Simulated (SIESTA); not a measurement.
Ti3Se:

```
CELL_PARAMETERS angstrom
3.19745 0.00000 0.00000
-1.59872 2.76907 0.00000
0.00000 0.00000 7.94275
ATOMIC_POSITIONS crystal
Se 0.00000 0.00000 0.00000
Ti 0.66667 0.33333 0.50000
Ti 0.33333 0.66667 0.77290
Ti 0.33333 0.66667 0.22710
```

The cell comes from a database or a generator and needn't be the stable form of this composition.

- Program: SIESTA 5.4.2
- Task: single point
- Functional: PBEsol
- Potentials or basis: PseudoDojo 0.4 standard (PBEsol files)
- Basis: DZP (energy shift 0.003 Ry; two zetas on semicore shells)
- Grid cutoff: 800 Ry
- Energy shift: 0.003 Ry
- k mesh: 10 × 10 × 4
- Occupations: fermi-dirac, width 0.05 eV
- Spin: no spin polarisation

On this cell: pressure -2.8 GPa; largest force 0.266 eV/Å; band gap on the k mesh none (metal or under the smearing width).

The same run follows on a disturbed copy (atoms moved at random, drawn with an rms of 0.05 Å):

```
CELL_PARAMETERS angstrom
3.19745 0.00000 0.00000
-1.59872 2.76907 0.00000
0.00000 0.00000 7.94275
ATOMIC_POSITIONS crystal
Se 0.99885 0.00647 0.00364
Ti 0.64870 0.33556 0.49647
Ti 0.33987 0.68278 0.77849
Ti 0.33023 0.67526 0.22373
```

Question: What does the disturbed cell give?

Answer: The energy (extrapolated to zero smearing) moves by +12.2 meV/atom; pressure -2.1 GPa; largest force 0.739 eV/Å; band gap on the k mesh none (metal or under the smearing width).

Forces on the atoms (eV/Å):
```
Se  -0.003  0.128 -0.277
Ti   0.101  0.062  0.310
Ti  -0.109 -0.156 -0.714
Ti   0.009 -0.036  0.680
```

Stress tensor (GPa, compression positive):
```
-2.74 -0.48  0.25
-0.48 -2.65  0.20
 0.25  0.20 -0.86
```

Caveats: the basis of atomic orbitals isn't converged, which shifts pressures, moduli and gaps.
